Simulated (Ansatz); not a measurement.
**V: response to strain**

V is deformed so: equal xx and yy strain of -3 %. What stress and forces result, by LAPW, PAW and all-electron datasets made for the crystal?

Method: DFT PBEsol, scalar-relativistic, in Ansatz 0.2.0.

## 1. The structure to begin with

Symmetry: Im-3m, No. 229, cubic system. The conventional cell has a = 3.026 Å, b = 3.026 Å, c = 3.026 Å, α = 90.00°, β = 90.00°, γ = 90.00°. Around V (site symmetry m-3m) lie 8 V at 2.62 Å.

Coordinates:

```
CELL_PARAMETERS angstrom
-1.51300 1.51300 1.51300
1.51300 -1.51300 1.51300
1.51300 1.51300 -1.51300
ATOMIC_POSITIONS crystal
V 0.00000 0.00000 0.00000
```

## 2. After the deformation

Space group Im-3m before, I4/mmm after.

## 3. All-electron LAPW

Input file input.yaml:

```yaml
crystal:
  lattice:
    - [-1.46761, 1.46761, 1.513]
    - [1.46761, -1.46761, 1.513]
    - [1.46761, 1.46761, -1.513]
  atoms:
    - { symbol: V, position: [0.0, 0.0, 0.0], spin: 1.5 }
magnetization:
  spin_polarized: true
kpoints:
  mp_grid: { grid: [19, 19, 19] }
  band_path:
    path:
      - [0.0, 0.0, 0.0]
      - [0.0, 0.0, 0.5]
      - [0.25, 0.25, 0.25]
      - [0.0, 0.5, 0.0]
      - [0.0, 0.0, 0.0]
      - [0.5, 0.5, -0.5]
      - [0.485225, 0.514775, -0.485225]
      - [-0.485225, 0.485225, 0.485225]
      - [0.0, 0.0, 0.0]
    npoints: 5
scf:
  occupations: { method: fermi_dirac, width: 0.03 }
hamiltonian:
  xc: pbesol
  pseudopotentials: { kind: all_electron, lapw: { basis_error: 0.001 } }
output:
  forces: true
  stress: true
  eigenvalues: true
```

Launch:

```bash
ansatz run input.yaml --threads 1 --pin off --max-ram 3072MiB --backend cpu --events-out ev --progress --plain --runs-dir out
```

## 4. Frozen-core PAW

Input file input.yaml:

```yaml
crystal:
  lattice:
    - [-1.46761, 1.46761, 1.513]
    - [1.46761, -1.46761, 1.513]
    - [1.46761, 1.46761, -1.513]
  atoms:
    - { symbol: V, position: [0.0, 0.0, 0.0], spin: 1.5 }
magnetization:
  spin_polarized: true
kpoints:
  mp_grid: { grid: [19, 19, 19] }
scf:
  occupations: { method: fermi_dirac, width: 0.03 }
hamiltonian:
  xc: pbesol
  pseudopotentials: { kind: paw }
output:
  forces: true
  stress: true
  eigenvalues: true
  efg: { contact_densities: true }
```

## 5. Datasets made for this crystal

Edit input.yaml of step 4 so:

```diff
@@ -15,3 +15,3 @@
   xc: pbesol
-  pseudopotentials: { kind: paw }
+  pseudopotentials: { kind: all_electron, datasets: crystal }
 output:
```

(Steps that only read results are left out.)

What does the calculation give? Wanted: pressure; largest shear or deviatoric stress.

The runs gave:

```
                                 quantity                                              value
                                 pressure  LAPW -1.37, PAW -1.32, crystal datasets -1.37 GPa
largest shear or deviatoric stress (LAPW)                                           3.14 GPa
```

**Reading.** The largest part of the stress beyond the pressure is 3.14 GPa in size, in the zz component. No run of the undeformed cell stands beside it, so the pressure holds what the given cell had before the change. PAW: stress within 0.05 GPa of LAPW. Crystal datasets: stress within 0.01 GPa of LAPW.
